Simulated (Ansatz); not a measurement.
Run this with the Python package of Ansatz (0.2.0) and show what comes out.

Contents of `cu.cif`:
```cif
data_Cu
_cell_length_a 2.530764
_cell_length_b 2.530764
_cell_length_c 8.261815
_cell_angle_alpha 90.00000
_cell_angle_beta 90.00000
_cell_angle_gamma 120.00000
_symmetry_space_group_name_H-M 'P 1'
_symmetry_Int_Tables_number 1
loop_
_symmetry_equiv_pos_as_xyz
'x, y, z'
loop_
_atom_site_label
_atom_site_type_symbol
_atom_site_fract_x
_atom_site_fract_y
_atom_site_fract_z
Cu1 Cu    0.000000    0.000000    0.000000
Cu2 Cu    0.333333    0.666667    0.250000
Cu3 Cu    0.000000    0.000000    0.500000
Cu4 Cu    0.666667    0.333333    0.750000
```

`edit_cu.py`
```python
"""Editing single keys of the input for Cu."""

import logging
import sys

import ansatz as az
from ase.io import read
import pandas as pd

logging.basicConfig(stream=sys.stdout, format="%(levelname)s:%(name)s:%(message)s")
log = logging.getLogger("cu")
log.setLevel(logging.INFO)


def main() -> None:
    atoms = read("cu.cif")
    cu = az.Crystal.from_ase(atoms)

    setup = (
        cu.calculation()
        .basis(450)
        .kpoints(mesh=(11, 11, 3))
        .occupations(az.OccupationsMethod.FERMI_DIRAC, width=0.15)
        .functional("lda")
        .band_table()
    )
    typed = setup.input()
    rows = []
    for value in [1, 2, 3]:
        edited = typed.set(az.key.basis.xc_grid, value)
        report = az.Session.from_dict(edited).plan().execute().report
        rows.append((value, report["free_energy_ev"], report["n_iterations"], len(report["eigenvalues_ev"][0]) if "eigenvalues_ev" in report else 0))
    print(pd.DataFrame(rows, columns=["xc grid", "F eV", "iterations", "bands listed"]).round(4).to_string(index=False))


if __name__ == "__main__":
    main()
```

`python edit_cu.py` gives:
```text
DeckWarning: the atoms were moved onto the symmetric positions of the space group found under crystal.symmetry.tolerance 1.0e-5 (fractional; no operation is sought that the atoms, as they stand in a round, miss by more than twice it, and no atom is moved by as much as it), and the run uses the moved positions. Before a round's move an operation carried an atom to 2.53e-6 Å from where it should land, the largest such distance. Atom 1 (counting from 0) moved farthest, by 1.46e-6 Å; the longest [...]
 xc grid        F eV  iterations  bands listed
       1 -26222.8552           7            47
       2 -26222.8552           7            47
       3 -26222.8552           7            47
```
(Warnings from the package without file and line, shortened, repeats left out.)

Reading the output:
- Absolute energies stand on the zero of these potentials, so only differences at equal settings mean something. A total without «per atom» is that of the whole cell that was run.
- The mesh is modest for a metal, so energies can be off by several to tens of meV an atom and pressures by half a GPa or more; differences at equal mesh fare better.
- The smearing is wide enough that free energy and stress hold a thermal part of the electrons.
- This isn't the structure that Cu takes at ambient conditions.
- Finished in 9.2 s on 1 thread of Arm Neoverse V2 (shared host), peak memory 0.49 GiB.
